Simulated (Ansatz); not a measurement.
**ZrPt: how the settings move a single-point run**

How sensitive is a single-point run of ZrPt to its settings? A reference run comes first, then two runs with altered input.

Program: Ansatz 0.2.0. Level of theory: reference: DFT, LDA, PAW with Ansatz's default frozen-core files, scalar-relativistic. These are calculated values, not measurements.

### 1 The structure to begin with

Symmetry: Cmcm, No. 63, orthorhombic system. Conventional cell: a = 3.433 Å, b = 10.407 Å, c = 4.282 Å, α = 90.00°, β = 90.00°, γ = 90.00°. Around Zr (site symmetry m2m) lie 7 Pt at 2.77 to 2.98 Å. Around Pt (site symmetry m2m) lie 7 Zr at 2.77 to 2.98 Å and 2 Pt at 2.88 Å.

Structure file:

```xyz
4
Lattice="1.7167 -5.2034 0.0000 1.7167 5.2034 0.0000 0.0000 0.0000 4.2824" Properties=species:S:1:pos:R:3 pbc="T T T"
Zr    1.7167   -3.7334    3.2118
Zr    1.7167    3.7334    1.0706
Pt    1.7167   -0.9602    3.2118
Pt    1.7167    0.9602    1.0706
```

### 2 The reference run

File input.yaml:

```yaml
crystal:
  lattice:
    - [1.71666256, -5.203407515, 0.0]
    - [1.71666256, 5.203407515, 0.0]
    - [0.0, 0.0, 4.2824315]
  atoms:
    - { symbol: Zr, position: [0.85874984, 0.14125016, 0.75] }
    - { symbol: Zr, position: [0.14125016, 0.85874984, 0.25] }
    - { symbol: Pt, position: [0.59226488, 0.40773512, 0.75] }
    - { symbol: Pt, position: [0.40773512, 0.59226488, 0.25] }
kpoints:
  mp_grid: { grid: [11, 11, 9] }
  band_path:
    path:
      - [0.0, 0.0, 0.0]
      - [-0.5, 0.5, 0.0]
      - [-0.2772103545, 0.7227896455, 0.0]
      - [0.2772103545, 0.2772103545, 0.0]
      - [0.0, 0.0, 0.0]
      - [0.0, 0.0, 0.5]
      - [0.2772103545, 0.2772103545, 0.5]
      - [-0.2772103545, 0.7227896455, 0.5]
      - [-0.5, 0.5, 0.5]
    npoints: 14
scf:
  occupations: { method: fermi_dirac, width: 0.05 }
hamiltonian:
  xc: lda
  pseudopotentials: { kind: paw }
output:
  forces: true
  stress: true
  eigenvalues: true
  efg: { contact_densities: true }
  populations: true
  bader: true
  dos: { projected: true, de: 0.2, e_range: [-14, 8] }
  write_density: true
  write_potential: true
  elf: true
  volumetric_format: npy
```

Started as:

```sh
$ ansatz run input.yaml --threads 1 --pin off --max-ram 4096MiB --backend cpu --events-out ev --progress --plain --runs-dir out
```

### 3 Variant: hubbard.sites [{species: Zr, l: d, u_eff: 2.0}], hubbard.double_counting amf, accuracy low

input.yaml: that of step 2 with these lines changed.

```diff
@@ -29,2 +29,3 @@
   pseudopotentials: { kind: paw }
+  hubbard: { sites: [{ species: Zr, l: d, u_eff: 2.0 }], double_counting: amf }
 output:
@@ -35,7 +36,2 @@
   populations: true
-  bader: true
-  dos: { projected: true, de: 0.2, e_range: [-14, 8] }
-  write_density: true
-  write_potential: true
-  elf: true
-  volumetric_format: npy
+accuracy: low
```

### 4 Changed: occupations.method gaussian, occupations.width 0.15, xc r2scan

input.yaml: that of step 2 with these lines changed.

```diff
@@ -25,5 +25,5 @@
 scf:
-  occupations: { method: fermi_dirac, width: 0.05 }
+  occupations: { method: gaussian, width: 0.15 }
 hamiltonian:
-  xc: lda
+  xc: r2scan
   pseudopotentials: { kind: paw }
@@ -35,7 +35 @@
   populations: true
-  bader: true
-  dos: { projected: true, de: 0.2, e_range: [-14, 8] }
-  write_density: true
-  write_potential: true
-  elf: true
-  volumetric_format: npy
```

Q: Predict the outcome of this session. Wanted: for each run, ending; energy change; pressure; gap; force.

As calculated:

| run | ending | energy change | pressure (GPa) | gap (eV) | force (eV/Å) | cycles | time |
| --- | --- | --- | --- | --- | --- | --- | --- |
| reference | converged | 0 | -7.6 | 0.00 | 0.08 | 7 | 71 s |
| 1: hubbard.sites [{species: Zr, l: d, u_eff: 2.0}], hubbard.double_counting amf, accuracy low | converged | -32.3 meV/atom (U changed: no physical gain or loss) | -7.6 | 0.00 | 0.08 | 9 | 52 s |
| 2: occupations.method gaussian, occupations.width 0.15, xc r2scan | converged | not comparable | 0.1 | 0.00 | 0.01 | 8 | 89 s |

Times don't compare one to one where runs were asked for different outputs or read a saved state (see the inputs); cycles may leave out searches for a lower state.

Residual by cycle in the longest SCF loop of each run; runs are numbered as in the table. The quantity is the density residual dr2, in eV.

| cycle | reference | run 1 | run 2 |
| --- | --- | --- | --- |
| 1 | 0.0159 | 97.2 | 0.544 |
| 2 | 0.0062 | 4.39 | 0.0383 |
| 3 | 2.4e-4 | 0.657 | 0.00908 |
| 4 | 1.2e-4 | 0.176 | 4.4e-4 |
| 5 | 4.6e-6 | 0.0246 | 8.4e-5 |
| 6 | 4.1e-7 | 0.0016 | 9.9e-6 |
| 7 | 1.1e-8 | 7.6e-5 | 5.4e-7 |
| 8 | - | 1.9e-6 | 2.2e-8 |
| 9 | - | 2.1e-8 | - |

A changed U is a change of model: its shifts are not errors of convergence.
